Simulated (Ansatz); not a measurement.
# Os (sc type): the cost of one run

Computed with Ansatz 0.2.0 (DFT LDA, with the methods named in each step, unless a step's input says otherwise).

1 further run of the same task is left out (it didn't finish). Runs told in other sessions of the task aren't counted.

## (1) Starting point

Symmetry: Pm-3m, No. 221, cubic system. The conventional cell has a = 2.455 Å, b = 2.455 Å, c = 2.455 Å, α = 90.00°, β = 90.00°, γ = 90.00°. Os (site symmetry m-3m) is surrounded by 6 Os at 2.46 Å.

Structure file:

```cif
data_structure
_symmetry_space_group_name_H-M 'Pm-3m'
_symmetry_Int_Tables_number 221
_cell_length_a 2.4550
_cell_length_b 2.4550
_cell_length_c 2.4550
_cell_angle_alpha 90.000
_cell_angle_beta 90.000
_cell_angle_gamma 90.000
_cell_volume 14.80
loop_
_atom_site_label
_atom_site_type_symbol
_atom_site_symmetry_multiplicity
_atom_site_Wyckoff_symbol
_atom_site_fract_x
_atom_site_fract_y
_atom_site_fract_z
_atom_site_occupancy
Os1 Os 1 a 0.00000 0.00000 0.00000 1
```

The file gives the conventional cell by its symmetry; the runs use the cell typed in the input.

Whether this phase is the stable one at these pressures isn't tested.

## (2) Cell relaxed at zero pressure, PAW

Contents of input.yaml:

```yaml
crystal:
  lattice:
    - [2.4550405735, 0.0, 0.0]
    - [0.0, 2.4550405735, 0.0]
    - [0.0, 0.0, 2.4550405735]
  atoms:
    - { symbol: Os, position: [0.0, 0.0, 0.0] }
kpoints:
  mp_grid: { grid: [17, 17, 17] }
scf:
  occupations: { method: fermi_dirac, width: 0.05 }
hamiltonian:
  xc: lda
  pseudopotentials: { kind: paw }
output:
  forces: true
  stress: true
relax:
  f_tol: 0.005
  max_steps: 40
  cell: {}
```

On the command line:

```bash
ansatz run input.yaml --threads 1 --pin off --max-ram 2048MiB --backend cpu --events-out ev --progress --plain --runs-dir out
```

What time and memory should one allow on 1 thread of Arm Neoverse V1, shared host?

About 9.3 s, with a peak of 0.29 GiB.
